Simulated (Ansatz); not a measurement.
# C2H7GeNO: the cost of one run

Method: functionals in def2-TZVPP, the program's frozen cores in correlated methods; program: Ansatz 0.2.0, Gaussian basis.

Plan: PBE-D4, r2SCAN-D4, PBE0-D4, B3LYP-D4, ωB97X-V, ωB97M-V, B2PLYP; CCSD(T)/def2-TZVPP; MP2/def2-QZVPP; extrapolation to the limit.

## 1. The relaxed structure

All runs share one geometry, relaxed beforehand with PBE0-D4 in a triple-zeta def2 set.

SMILES `C=C(N)[O][GeH3]`, 12 atoms, charge 0, spin multiplicity 1.

Atoms are counted from 1 here; the program's logs count them from 0.

Bond lengths: C1–C2 1.334 Å, C1–H6 1.080 Å, C1–H7 1.081 Å, C2–N3 1.396 Å, C2–O4 1.348 Å, N3–H8 1.012 Å, N3–H9 1.009 Å, O4–Ge5 1.806 Å, Ge5–H10 1.537 Å, Ge5–H11 1.533 Å, Ge5–H12 1.534 Å. Angles: C2–C1–H6 120.0°, C2–C1–H7 120.9°, H6–C1–H7 119.1°, C1–C2–N3 125.3°, C1–C2–O4 121.9°, N3–C2–O4 112.8°, C2–N3–H8 113.0°, C2–N3–H9 113.4°, H8–N3–H9 111.0°, C2–O4–Ge5 118.6°, O4–Ge5–H10 110.0°, O4–Ge5–H11 102.1°, O4–Ge5–H12 108.8°, H10–Ge5–H11 110.7°, H10–Ge5–H12 112.0°, H11–Ge5–H12 112.6°.

As a file:

```xyz
12
C2H7GeNO
C    -1.3851    1.4356    0.2682
C    -0.2783    0.7163    0.0778
N     0.7749    0.6008    0.9872
O    -0.0962   -0.0299   -1.0302
Ge    0.4992   -1.7243   -0.8419
H    -2.2067    1.3575   -0.4280
H    -1.4715    2.1082    1.1102
H     1.6788    0.7834    0.5705
H     0.6446    1.1515    1.8222
H     2.0147   -1.7250   -0.5885
H     0.1778   -2.3321   -2.2118
H    -0.2752   -2.3973    0.2980
```

## 2. PBE-D4 (GGA)

Input file in.yaml:

```yaml
crystal:
  periodic: [false, false, false]
  atoms:
    - {symbol: C, position_ang: [-1.385110, 1.435633, 0.268248]}
    - {symbol: C, position_ang: [-0.278322, 0.716345, 0.077828]}
    - {symbol: N, position_ang: [0.774893, 0.600757, 0.987231]}
    - {symbol: O, position_ang: [-0.096171, -0.029878, -1.030204]}
    - {symbol: Ge, position_ang: [0.499161, -1.724261, -0.841926]}
    - {symbol: H, position_ang: [-2.206655, 1.357501, -0.427974]}
    - {symbol: H, position_ang: [-1.471515, 2.108206, 1.110180]}
    - {symbol: H, position_ang: [1.678849, 0.783443, 0.570492]}
    - {symbol: H, position_ang: [0.644626, 1.151450, 1.822239]}
    - {symbol: H, position_ang: [2.014675, -1.724956, -0.588475]}
    - {symbol: H, position_ang: [0.177771, -2.332126, -2.211847]}
    - {symbol: H, position_ang: [-0.275203, -2.397313, 0.298008]}
basis:
  gaussian: {orbitals: def2-TZVPP}
hamiltonian: {xc: pbe, dispersion: d4}
output: {forces: true, orbitals: {seedname: orbitals}}
```

Run with:

```console
> ansatz run in.yaml --threads 4 --pin off --events-out ev --progress --plain --max-ram 10444MiB
```

**Question.** How long does this run take on 4 threads of Arm Neoverse V1, shared host, and how much memory does it need?

About 3.1 s, with a peak of 0.37 GiB.
